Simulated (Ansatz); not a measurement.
MnPt2: band structure with PBEsol

The system is MnPt2.

```xyz
3
Lattice="2.8584 0.0000 0.0000 -1.4292 2.4755 0.0000 0.0000 0.0000 6.5325" Properties=species:S:1:pos:R:3 pbc="T T T"
Pt    1.4292    0.8252    2.0656
Pt    0.0000    1.6503    4.4669
Mn    0.0000    0.0000    0.0000
```

The cell comes from a database or a generator and needn't be the stable form of this composition.

| Quantity | Value |
| --- | --- |
| Program | Ansatz 0.2.0 |
| Task | band structure |
| Functional | PBEsol |
| Potentials or basis | all-electron LAPW, non-relativistic |
| Cutoff | 261 eV (chosen from the basis error) |
| Basis error allowed | 0.002 eV/atom |
| k mesh | 11 × 11 × 4 |
| Occupations | fermi-dirac, width 0.05 eV |
| Spin | collinear spin, ferromagnetic start |
| Starting moments | [0.0, 0.0, 4.0] μB |

```yaml
Pressure: 13.5 GPa
Largest_force: 0.032 eV/Å
Band_gap_along_the_path: none (metal or under the smearing width)
Net_moment: 4.55 μB per cell
Absolute_moment: 4.61 μB per cell
Site_moments: Pt +0.27; Mn +3.90 μB
```

Forces in eV/Å, atoms in the order of the input:
```
Pt   0.000  0.000  0.032
Pt   0.000  0.000 -0.032
Mn   0.000  0.000  0.000
```

Stress tensor (GPa, compression positive):
```
14.00  0.00  0.00
 0.00 14.00  0.00
 0.00  0.00 12.53
```

Levels at the corners of the path, in eV from the Fermi level:
Spin up:
| point | band 49 | band 50 | band 51 | band 52 | band 53 | band 54 | band 55 | band 56 |
| --- | --- | --- | --- | --- | --- | --- | --- | --- |
| Γ | -1.64 | -1.64 | -1.32 | -1.32 | -0.94 | -0.94 | 11.48 | 11.90 |
| M | -0.37 | -0.37 | 0.00 | 2.14 | 2.15 | 2.81 | 6.97 | 8.11 |
| K | -1.06 | -1.06 | -0.96 | 4.41 | 4.41 | 4.93 | 7.99 | 7.99 |
| Γ | -1.64 | -1.64 | -1.32 | -1.32 | -0.94 | -0.94 | 11.48 | 11.90 |
| A | -1.98 | -1.79 | -1.79 | -0.32 | -0.32 | 1.00 | 7.90 | 14.27 |
| L | -0.49 | -0.31 | -0.27 | 0.04 | 2.58 | 3.41 | 6.80 | 9.62 |
| H | -0.81 | -0.51 | -0.51 | 4.36 | 4.36 | 6.15 | 6.62 | 7.23 |
| A | -1.98 | -1.79 | -1.79 | -0.32 | -0.32 | 1.00 | 7.90 | 14.27 |
Spin down:
| point | band 44 | band 45 | band 46 | band 47 | band 48 | band 49 | band 50 | band 51 | band 52 | band 53 |
| --- | --- | --- | --- | --- | --- | --- | --- | --- | --- | --- |
| Γ | -2.19 | -2.08 | -2.08 | -1.44 | -1.16 | -1.16 | 0.85 | 1.34 | 1.34 | 2.25 |
| M | -1.92 | -0.61 | -0.18 | -0.11 | 0.15 | 1.77 | 2.38 | 2.82 | 2.86 | 3.02 |
| K | -2.06 | -2.06 | -2.00 | 0.93 | 0.93 | 1.32 | 1.32 | 2.29 | 5.61 | 5.61 |
| Γ | -2.19 | -2.08 | -2.08 | -1.44 | -1.16 | -1.16 | 0.85 | 1.34 | 1.34 | 2.25 |
| A | -3.20 | -1.82 | -1.82 | -1.61 | -1.61 | 0.39 | 1.34 | 1.37 | 1.37 | 2.39 |
| L | -1.49 | -0.58 | -0.20 | -0.09 | 0.42 | 0.90 | 1.62 | 2.02 | 2.85 | 3.87 |
| H | -2.29 | -2.29 | -2.08 | 0.93 | 0.93 | 1.45 | 1.45 | 2.49 | 5.87 | 5.87 |
| A | -3.20 | -1.82 | -1.82 | -1.61 | -1.61 | 0.39 | 1.34 | 1.37 | 1.37 | 2.39 |

Run time: 30 s on 4 threads of AMD EPYC 7R13 Processor (Zen 3), with other jobs on the host, peak memory 0.92 GiB.

Caveat: relativity is left out, which matters for the heavier elements; spin-orbit coupling is left out, which moves the levels of the heavy elements.
